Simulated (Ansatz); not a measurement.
A nudged elastic band was laid between two geometries of a periodic cell of 63 atoms, Si (host Si, host structure diamond, one Si atom removed).

All numbers below come from DFT PBE, scalar-relativistic, plane waves, PAW in Ansatz. Settings: PAW set soft_1, cutoff 420 eV, k mesh 1x1x1, gaussian smearing 0.05 eV, no spin polarisation.

```json
{
 "movable images": "3",
 "climbing image": "yes",
 "spring": "5.0 eV/Å²",
 "optimiser": "quadratic models (default)",
 "start path": "straight line",
 "force threshold": "0.03 eV/Å",
 "iteration limit": "80",
 "end points": "relaxed"
}
```

First end point:

```xyz
63
Lattice="10.8600 0.0000 0.0000 0.0000 10.8600 0.0000 0.0000 0.0000 10.8600" Properties=species:S:1:pos:R:3
Si 5.437 0.026 -0.024
Si 6.785 1.361 1.359
Si 8.122 2.709 -0.021
Si 9.495 4.073 1.353
Si 8.145 0.002 2.720
Si 9.495 1.356 4.085
Si 0.003 0.002 0.001
Si 1.369 1.355 1.352
Si 2.742 2.721 -0.021
Si 4.078 4.068 1.361
Si 5.426 5.402 -0.022
Si 6.791 6.776 1.350
Si 8.145 8.143 0.001
Si 9.506 9.501 1.363
Si 2.721 0.002 2.716
Si 4.078 1.360 4.077
Si 5.431 2.714 2.719
Si 6.786 4.069 4.077
Si 8.145 5.427 2.717
Si 9.506 6.789 4.075
Si 5.425 0.024 5.460
Si 6.731 1.414 6.848
Si 8.121 2.720 5.460
Si 9.503 4.068 6.795
Si 8.121 0.025 8.153
Si 9.502 1.360 9.503
Si -0.001 5.427 0.001
Si 1.358 6.788 1.362
Si 2.720 8.145 0.001
Si 4.074 9.511 1.351
Si 0.003 2.714 2.720
Si 1.370 4.074 4.087
Si 2.720 5.427 2.720
Si 4.074 6.777 4.085
Si 5.434 8.144 2.718
Si 6.791 9.512 4.086
Si 0.000 0.001 5.435
Si 1.359 1.360 6.794
Si 2.744 2.708 5.461
Si 4.134 4.011 6.852
Si 5.438 5.401 5.461
Si 6.786 6.785 6.795
Si 8.145 8.146 5.437
Si 9.496 9.511 6.790
Si 2.742 0.025 8.142
Si 4.127 1.414 9.450
Si 6.733 4.013 9.449
Si 8.122 5.404 8.144
Si 9.494 6.778 9.507
Si 0.002 8.144 2.718
Si 1.359 9.501 4.074
Si 0.003 5.427 5.437
Si 1.369 6.777 6.789
Si 2.720 8.142 5.436
Si 4.078 9.502 6.795
Si 0.001 2.714 8.148
Si 1.359 4.069 9.502
Si 2.744 5.402 8.155
Si 4.078 6.785 9.503
Si 5.431 8.143 8.148
Si 6.785 9.503 9.501
Si 0.003 8.144 8.150
Si 1.369 9.512 9.509
```

Last end point:

Only the atoms that move by more than 0.05 Å are listed.
```
Si22 6.761 1.384 6.783
Si39 2.781 2.781 5.496
Si40 5.364 2.781 8.079
Si41 5.364 5.364 5.496
Si46 4.068 1.384 9.476
Si47 6.761 4.077 9.476
Si58 2.781 5.364 8.079
```

(1) What changes between the two ends?

(2) What energy profile does the band end with?

(3) What is the geometry of the highest image?

The band took 6 iterations and roughly 13 core-minutes.

Results:

(1) The atom that moves furthest is Si40, by 2.13 Å; four of its nearest neighbours are Si58 2.36, Si41 2.36, Si39 2.36, Si22 3.67 Å at the first end and Si47 2.36, Si46 2.36, Si22 2.36, Si58 3.65 Å at the last.

(2) The forces met the threshold. The highest image is number 2 of 0 to 4, 0.159 eV above the ends, which have the same energy within 2 meV. By the program's own check the climbing image is a first-order saddle point (lowest curvatures found: -0.13 and 0.77 eV/Å²). Limits of this set-up: coarse k mesh, no spin, though dangling bonds at a vacancy may carry it, a typed lattice constant that wasn't relaxed here.

```tsv
image	path coordinate (Å)	energy (eV)	Si39–Si40 (Å)	Si40–Si41 (Å)	Si40–Si58 (Å)
0	0.00	0.000	2.36	2.36	2.36
1	0.62	0.096	2.45	2.45	2.45
2	1.25	0.159	2.69	2.69	2.69
3	1.89	0.101	3.18	3.18	3.18
4	2.53	0.000	3.65	3.65	3.65
```

(3) 
```xyz
63
Lattice="10.8600 0.0000 0.0000 0.0000 10.8600 0.0000 0.0000 0.0000 10.8600" Properties=species:S:1:pos:R:3
Si 5.385 0.101 -0.099
Si 6.763 1.382 1.314
Si 8.045 2.761 -0.099
Si 9.480 4.070 1.336
Si 8.130 0.015 2.681
Si 9.504 1.342 4.063
Si -0.035 0.015 -0.014
Si 1.347 1.342 1.359
Si 2.708 2.713 0.001
Si 4.075 4.070 1.359
Si 5.433 5.437 0.001
Si 6.803 6.799 1.359
Si 8.130 8.180 -0.014
Si 9.501 9.504 1.357
Si 2.702 -0.013 2.717
Si 4.072 1.348 4.076
Si 5.430 2.716 2.718
Si 6.797 4.073 4.076
Si 8.158 5.444 2.717
Si 9.540 6.771 4.090
Si 5.433 0.000 5.424
Si 6.600 1.545 6.768
Si 8.145 2.713 5.424
Si 9.503 4.070 6.791
Si 8.045 0.101 8.100
Si 9.458 1.382 9.479
Si 0.001 5.444 0.014
Si 1.374 6.771 1.395
Si 2.702 8.144 0.014
Si 4.076 9.525 1.336
Si 0.025 2.716 2.740
Si 1.460 4.026 4.176
Si 2.741 5.404 2.763
Si 4.120 6.686 4.175
Si 5.429 8.121 2.740
Si 6.803 9.502 4.063
Si 0.001 -0.013 5.418
Si 1.360 1.348 6.788
Si 2.903 2.692 5.619
Si 4.740 3.405 7.456
Si 5.454 5.242 5.619
Si 6.797 6.786 6.788
Si 8.158 8.144 5.418
Si 9.480 9.525 6.792
Si 2.708 0.000 8.149
Si 4.052 1.545 9.316
Si 6.601 4.093 9.317
Si 8.145 5.437 8.149
Si 9.504 6.799 9.519
Si 0.003 8.142 2.719
Si 1.374 9.466 4.090
Si 0.047 5.404 5.457
Si 1.459 6.686 6.836
Si 2.741 8.099 5.457
Si 4.075 9.502 6.791
Si 0.002 2.716 8.146
Si 1.360 4.073 9.513
Si 2.903 5.242 8.170
Si 4.072 6.786 9.513
Si 5.430 8.144 8.146
Si 6.763 9.548 9.479
Si 0.025 8.121 8.145
Si 1.347 9.502 9.519
```

Run time: 3.9 min on 4 threads of Arm Neoverse V2, on a shared host, peak memory 2.7 GiB.
